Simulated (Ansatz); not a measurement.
**CH5FGeO (SMILES [CH3][GeH]([OH])[F]) at BCCD(T)/cc-pVDZ**

What is the energy change on altering one bond length of CH5FGeO at BCCD(T)/cc-pVDZ? 

The calculation is run with Ansatz 0.2.0.

129 further runs of the same task are left out: 3 that didn't finish, 126 set aside as unsound or not needed. Runs told in other sessions of the task aren't counted.

## Step 1: The molecule

The species is CH5FGeO (9 atoms), meant as a singlet with charge 0. SMILES: `[CH3][GeH]([OH])[F]`. The coordinates come from a PBE0-D4/def2-TZVP relaxation. This is one conformer, not always the lowest.

Bond lengths: C1–Ge2 1.923 Å, Ge2–O3 1.766 Å, Ge2–F4 1.745 Å, C1–H5 1.090 Å, C1–H6 1.091 Å, C1–H7 1.090 Å, Ge2–H8 1.538 Å, O3–H9 0.960 Å. Some angles: C1–Ge2–O3 107.0°, C1–Ge2–F4 108.4°, O3–Ge2–F4 106.8°, C1–Ge2–H8 118.4°, O3–Ge2–H8 111.2°, F4–Ge2–H8 104.4°, Ge2–C1–H5 108.9°, Ge2–C1–H6 110.1°, Ge2–C1–H7 110.2°, Ge2–O3–H9 113.6°.

## Step 2: The energy at BCCD(T)/cc-pVDZ

input.yaml reads:

```yaml
crystal:
  periodic: [false, false, false]
  atoms:
    - symbol: C
      position_ang: [-0.669000, 0.976900, -0.584200]
    - symbol: Ge
      position_ang: [0.088300, -0.643700, 0.121500]
    - symbol: O
      position_ang: [1.270000, -0.170700, 1.345500]
    - symbol: F
      position_ang: [0.974400, -1.438600, -1.153800]
    - symbol: H
      position_ang: [0.138900, 1.624900, -0.924600]
    - symbol: H
      position_ang: [-1.237900, 1.493500, 0.189700]
    - symbol: H
      position_ang: [-1.327100, 0.751300, -1.423500]
    - symbol: H
      position_ang: [-0.865500, -1.725100, 0.656800]
    - symbol: H
      position_ang: [1.716500, -0.914700, 1.755500]
basis:
  gaussian:
    orbitals: cc-pVDZ
accuracy: high
scf:
  omitted_lower_state_checks: [cluster_reference, increment]
correlation:
  method: bccd_t
  frozen_orbitals: {C: 1, F: 1, Ge: 9, H: 0, O: 1}
```

Run with:

```sh
ansatz run input.yaml --threads 1 --pin off --max-ram 3480MiB --events-out events.jsonl --progress --plain --runs-dir runs
```

Output, shortened:

```text
Warning: RAYON_NUM_THREADS=1 ignored (pool sized by the plan → 1); use --threads N
Functional definition: HF
  name "HF"
[...]
2150 factors; integrals over basis functions are off by at most 4.4e-9 eV
[...]
mean field -62327.52997618 eV, -2290.4944795073 hartree, gradient 6.7e-9 eV, S^2 0.000000; 0 other end points of the search recorded, 0 dependent functions left out
12 core orbitals not correlated: weight in the atoms' cores, before any rotation towards them, 1.000 or more for the frozen orbitals, at most 0.000 for the correlated occupied ones
reference -62327.52997618 eV, -2290.4944795073 hartree; 18, 18 occupied and 64, 64 virtual orbitals, 2150 factors
second order -17.39016087 eV of doubles, -0.00000000 eV of singles
cycle   1  -17.74318229 eV  change   -3.5e-1 eV  update   9.6e-2
[...]
cycle  20  -18.23472585 eV  change   4.4e-10 eV  update   2.5e-9
perturbative correction -0.44762485 eV, -0.0164499098 hartree
Total energy: -62346.21232688 eV, -2291.1810432322 hartree
Checks for a lower state left out: cluster_reference, increment
```

Wall time 84 s (1 thread of Arm Neoverse N1, shared host); peak memory 0.86 GiB.

## Step 3: The distorted shape, same level

job.yaml reads:

```yaml
crystal:
  periodic: [false, false, false]
  atoms:
    - {symbol: C, position_ang: [-1.377892, 1.612831, 0.436057]}
    - {symbol: Ge, position_ang: [-0.620592, -0.007769, 1.141757]}
    - {symbol: O, position_ang: [0.561108, 0.465231, 2.365757]}
    - {symbol: F, position_ang: [0.974400, -1.438600, -1.153800]}
    - {symbol: H, position_ang: [-0.569992, 2.260831, 0.095657]}
    - {symbol: H, position_ang: [-1.946792, 2.129431, 1.209957]}
    - {symbol: H, position_ang: [-2.035992, 1.387231, -0.403243]}
    - {symbol: H, position_ang: [-1.574392, -1.089169, 1.677057]}
    - {symbol: H, position_ang: [1.007608, -0.278769, 2.775757]}
basis:
  gaussian:
    orbitals: cc-pVDZ
correlation:
  method: bccd_t
  frozen_orbitals: {C: 1, F: 1, Ge: 9, H: 0, O: 1}
accuracy: high
scf:
  omitted_lower_state_checks: [cluster_reference, increment]
```

Run with:

```sh
ansatz run job.yaml --threads 1 --pin off --max-ram 3480MiB --events-out events.jsonl --progress --plain --runs-dir runs
```

Output, shortened:

```text
Warning: RAYON_NUM_THREADS=1 ignored (pool sized by the plan → 1); use --threads N
Functional definition: HF
  name "HF"
[...]
2087 factors; integrals over basis functions are off by at most 8.4e-9 eV
[...]
mean field -62322.23420170 eV, -2290.2998633849 hartree, gradient 3.4e-8 eV, S^2 0.000000; 0 other end points of the search recorded, 0 dependent functions left out; unrestricted orbitals would lower it
12 core orbitals not correlated: weight in the atoms' cores, before any rotation towards them, 1.000 or more for the frozen orbitals, at most 0.000 for the correlated occupied ones
reference -62322.23420170 eV, -2290.2998633849 hartree; 18, 18 occupied and 64, 64 virtual orbitals, 2087 factors
second order -17.75496129 eV of doubles, -0.00000000 eV of singles
cycle   1  -17.66165273 eV  change    9.3e-2 eV  update   2.2e-1
[...]
cycle  32  -18.67020057 eV  change   6.8e-10 eV  update   2.1e-9
perturbative correction -0.69093983 eV, -0.0253915705 hartree
Total energy: -62341.59534210 eV, -2291.0113721712 hartree
Checks for a lower state left out: cluster_reference, increment
```

Run time: 1.9 min. Hardware: 1 thread of Arm Neoverse N1, shared host; peak memory 0.84 GiB.

## Step 4: Summary of results

Level: BCCD(T)/cc-pVDZ, 12 core orbitals frozen.

| quantity | value |
| --- | --- |
| first shape: total energy | -2291.18104 Eh |
| first shape: correlation energy (12 core orbitals frozen) | -686.6 mEh |
| first shape: (T) correction | -16.45 mEh |
| distorted shape: total energy | -2291.01137 Eh |
| distorted shape: correlation energy (12 core orbitals frozen) | -711.5 mEh |
| distorted shape: (T) correction | -25.39 mEh |
| energy change with the Ge2–F4 bond stretched from 1.745 to 3.140 Å | 4.617 eV |

In words: With the Ge2–F4 bond stretched from 1.745 to 3.140 Å the energy rises by 4.62 eV (106 kcal/mol). The first shape isn't relaxed at this level, so the change isn't measured from a minimum. A restricted reference can't describe the breaking bond well at this length. The triples (first shape) make up 2.4 % of the correlation energy. The restricted solution (distorted shape) is unstable to spin breaking: an unrestricted one lies lower. The triples (distorted shape) make up 3.6 % of the correlation energy.
